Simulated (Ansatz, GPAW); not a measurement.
# CdSe with PBE in single-zeta orbitals from a Python script

These are simulated results from GPAW 26.7.0, not measurements. The cell was built from a prototype and was relaxed with r2SCAN in plane waves (Ansatz 0.2.0). Not every such cell is a known phase. All runs are without spin polarisation.

The symmetry is P6_3mc (No. 186, hexagonal); conventional cell a = 4.341 Å, c = 7.077 Å, 28.87 Å³ an atom. Cd has 4 Se at 2.66 Å; Se has 4 Cd at 2.66 Å.

The basis is minimal: single zeta, one radial function for each shell that the log's basis lists. It describes the filled bands fairly and the empty ones poorly.

The script, run.py:

```python
import json
from ase import Atoms
from gpaw import GPAW, PW, FermiDirac

atoms = Atoms(['Cd', 'Cd', 'Se', 'Se'],
              cell=[[4.34072367, 0.0, 0.0], [-2.17036183, 3.75917697, 0.0], [0.0, 0.0, 7.07664598]],
              scaled_positions=[[0.333333333, 0.666666667, -0.000476004], [0.666666667, 0.333333333, 0.499523996], [0.333333333, 0.666666667, 0.375476004], [0.666666667, 0.333333333, 0.875476004]],
              pbc=True)
calc = GPAW(mode='lcao', basis='sz(dzp)', h=0.2, xc='PBE', kpts={'size': (6, 6, 2), 'gamma': True},
            occupations=FermiDirac(0.02), maxiter=100, legacy_gpaw=True, txt='gpaw.txt')
atoms.calc = calc
res = {'energy': atoms.get_potential_energy(force_consistent=True)}
res['electrons'] = calc.get_number_of_electrons()
res['k'] = calc.get_ibz_k_points().tolist()
res['levels'] = [calc.get_eigenvalues(kpt=i).tolist() for i in range(len(res['k']))]
points = [[0.0, 0.0, 0.0], [0.5, 0.0, 0.0], [0.333333, 0.333333, 0.0], [0.0, 0.0, 0.5], [0.5, 0.0, 0.5], [0.333333, 0.333333, 0.5]]
bands = calc.fixed_density(kpts=points, symmetry='off', txt='bands.txt')
res['points'] = [bands.get_eigenvalues(kpt=i).tolist() for i in range(len(points))]
json.dump(res, open('results.json', 'w'))
print('free energy (eV):', round(res['energy'], 5))
```

Command: `python run.py`. It took 25 s on 1 thread of Arm Neoverse V2, with other jobs on the host, peak memory 0.2 GiB.

The log gpaw.txt, trimmed of paths, versions and times, then the last line on the terminal. An iter line gives the energy in eV and the logarithms of the changes of orbitals (plane waves alone) and density (c: converged):

```
___ ___ ___ _ _ _
 |   |   |_  | | | |

 | | | | | . | | | |

 |__ |  _|___|_____|  26.7.0
 |___|_|

Input parameters:
  basis: sz(dzp)
  h: 0.2
  kpts: {gamma: True,
         size: (6, 6, 2)}
  maxiter: 100
  mode: lcao
  occupations: {fixmagmom: False,
                name: fermi-dirac,
                width: 0.02}
  xc: PBE

System changes: positions, numbers, cell, pbc, initial_charges, initial_magmoms

Initialize ...

species:
  Cd:
    name:    Cadmium
    Z:       48.0
    valence: 12
    core:    36
    charge:  0.0  # [|e|]
    compensation charges:
      type: gauss
      rc: 0.38  # [Å]
      lmax: 2
    cutoffs:
      filter: 2.12  # [Å]
      core: 2.62  # [Å]
    projectors
    | kind |    occ | energy [eV] | rcut [Å] |

    |------|--------|-------------|----------|

    |   5s |  2.000 |      -5.655 |    1.191 |

    |   5p |  0.000 |      -1.186 |    1.228 |

    |   4d | 10.000 |     -11.739 |    1.164 |

    |    s |        |      21.556 |    1.191 |

    |    p |        |      26.026 |    1.228 |

    |    d |        |      15.473 |    1.164 |

    LCAO basis set for Cd:
      Name: sz(dzp)
      Number of radial functions: 3
      Number of spherical harmonics: 9
        l=0, rc=8.5781 Bohr: 5s-sz confined orbital
        l=1, rc=12.6406 Bohr: 5p-sz confined orbital
        l=2, rc=4.9062 Bohr: 4d-sz confined orbital
      Number of RI-basis functions 0

  Se:
    name:    Selenium
    Z:       34.0
    valence: 6
    core:    28
    charge:  0.0  # [|e|]
    compensation charges:
      type: gauss
      rc: 0.27  # [Å]
      lmax: 2
    cutoffs:
      filter: 1.77  # [Å]
      core: 2.67  # [Å]
    projectors
    | kind |    occ | energy [eV] | rcut [Å] |

    |------|--------|-------------|----------|

    |   4s |  2.000 |     -17.277 |    0.847 |

    |   4p |  4.000 |      -6.512 |    1.005 |

    |    s |        |       9.935 |    0.847 |

    |    p |        |      20.699 |    1.005 |

    |    d |        |       0.000 |    0.847 |

    LCAO basis set for Se:
      Name: sz(dzp)
      Number of radial functions: 2
      Number of spherical harmonics: 4
        l=0, rc=5.7344 Bohr: 4s-sz confined orbital
        l=1, rc=7.2656 Bohr: 4p-sz confined orbital
      Number of RI-basis functions 0

Reference energy: -436553.300934  # eV

Spin-paired calculation

Convergence criteria:
 Maximum [total energy] change in last 3 cyles: 0.0005 eV / valence electron
 Maximum integral of absolute [dens]ity change: 0.0001 electrons / valence electron
 Maximum integral of absolute [eigenst]ate change: 4e-08 eV^2 / valence electron
 Maximum number of scf [iter]ations: 100
 (Square brackets indicate name in SCF output, whereas a 'c' in
 the SCF output indicates the quantity has converged.)

Symmetries present (total): 1

  ( 1  0  0)
  ( 0  1  0)
  ( 0  0  1)

72 k-points: 6 x 6 x 2 Monkhorst-Pack grid + [1/12,1/12,1/4]
40 k-points in the irreducible part of the Brillouin zone
       k-points in crystal coordinates                weights
   0:     0.00000000    0.00000000    0.00000000          1/72
   1:     0.00000000    0.00000000    0.50000000          1/72
   2:     0.00000000    0.16666667    0.00000000          2/72
   3:     0.00000000    0.16666667    0.50000000          2/72
   4:     0.00000000    0.33333333    0.00000000          2/72
   5:     0.00000000    0.33333333    0.50000000          2/72
   6:     0.00000000    0.50000000    0.00000000          1/72
   7:     0.00000000    0.50000000    0.50000000          1/72
   8:     0.16666667   -0.33333333    0.00000000          2/72
   9:     0.16666667   -0.33333333    0.50000000          2/72
          ...
  39:     0.50000000    0.50000000    0.50000000          1/72

Wave functions: LCAO
  Diagonalizer: Serial LAPACK
  Atomic Correction: dense with blas
  Data-type: complex

Occupation numbers: Fermi-Dirac:
  width: 0.0200  # eV

Eigensolver
   LCAO using direct dense diagonalizer

Densities:
  Coarse grid: 20*20*36 grid
  Fine grid: 40*40*72 grid
  Total Charge: 0.000000

Density mixing:
  Method: separate
  Backend: msr1
  Linear mixing parameter: 0.05
  old densities: 10
  Width of damping distribution: 1.1
  Damping of long wavelength oscillations: 20

Hamiltonian:
  XC and Coulomb potentials evaluated on a 40*40*72 grid
  Using the PBE Exchange-Correlation functional
  Interpolation: tri-quintic (5. degree polynomial)
  Poisson solver: FastPoissonSolver using
    Stencil: 8*3+1=25 point O(h^6) finite-difference Laplacian
    FFT axes: [np.int64(0), np.int64(1), np.int64(2)]
    FST axes: []

XC parameters: PBE with 2 nearest neighbor stencil

Memory estimate:
  Process memory now: 120.88 MiB
  Calculator: 32.83 MiB
    Density: 18.51 MiB
      Arrays: 2.86 MiB
      Localized functions: 13.46 MiB
      Mixer: 2.20 MiB
    Hamiltonian: 2.83 MiB
      Arrays: 1.87 MiB
      XC: 0.00 MiB
      Poisson: 0.00 MiB
      vbar: 0.97 MiB
    Wavefunctions: 11.48 MiB
      C [qnM]: 0.41 MiB
      S, T [2 x qmm]: 0.83 MiB
      P [aqMi]: 0.06 MiB
      BasisFunctions: 10.18 MiB
      Eigensolver: 0.00 MiB

Total number of cores used: 1

Number of atoms: 4
Number of atomic orbitals: 26
Number of bands in calculation: 26
Number of valence electrons: 36
Bands to converge: occupied
Positions:
   0 Cd     0.000000    2.506118   -0.003369    ( 0.0000,  0.0000,  0.0000)
   1 Cd     2.170362    1.253059    3.534954    ( 0.0000,  0.0000,  0.0000)
   2 Se     0.000000    2.506118    2.657111    ( 0.0000,  0.0000,  0.0000)
   3 Se     2.170362    1.253059    6.195434    ( 0.0000,  0.0000,  0.0000)

Unit cell:
           periodic     x           y           z      points  spacing
  1. axis:    yes    4.340724    0.000000    0.000000    20     0.1880
  2. axis:    yes   -2.170362    3.759177    0.000000    20     0.1880
  3. axis:    yes    0.000000    0.000000    7.076646    36     0.1966

  Lengths:   4.340724   4.340724   7.076646
  Angles:   90.000000  90.000000 120.000000

Effective grid spacing dv^(1/3) = 0.2002

iter:   1    -9.144261        c
iter:   2    -9.116127        c -1.28
iter:   3    -8.958587        c -1.31
iter:   4    -8.954645        c -2.14
iter:   5    -8.954266c       c -2.73
iter:   6    -8.954251c       c -3.66
iter:   7    -8.954248c       c -4.19c

Converged after 7 iterations.

Energy contributions relative to reference atoms: (reference = -436553.300934)

Kinetic:        +74.469574
Potential:      -65.860721
External:        +0.000000
XC:             -17.811221
Entropy (-ST):   -0.000000
Local:           +0.248120
SIC:             +0.000000
--------------------------
Free energy:     -8.954248
Extrapolated:    -8.954248

Showing only first 2 kpts
 Kpt  Band  Eigenvalues  Occupancy
  0    16      3.36431    2.00000
  0    17      3.36520    2.00000
  0    18      4.02633    0.00000
  0    19      5.92638    0.00000

  1    16      2.98231    2.00000
  1    17      2.98231    2.00000
  1    18      5.87687    0.00000
  1    19      5.87687    0.00000

Fermi level: 3.70297

Gap: 0.661 eV
Transition (v -> c):
  (s=0, k=0, n=17, [0.00, 0.00, 0.00]) -> (s=0, k=0, n=18, [0.00, 0.00, 0.00])
No difference between direct/indirect transitions

free energy (eV): -8.95425
```

The gap in the log is over the mesh alone; results.json adds the listed points. PBE in single-zeta orbitals gives a gap of 0.66 eV. On the same cell, plane-wave PBE (Ansatz, 12×12×4 k points and the special points) gives a gap of 0.61 eV and r2SCAN a gap of 1.11 eV; on shared hosts these took about 25 and 54 core-seconds on the 4-atom cell, against 25 for the script. Semilocal gaps usually lie below measured ones.

Spin-orbit coupling is left out.
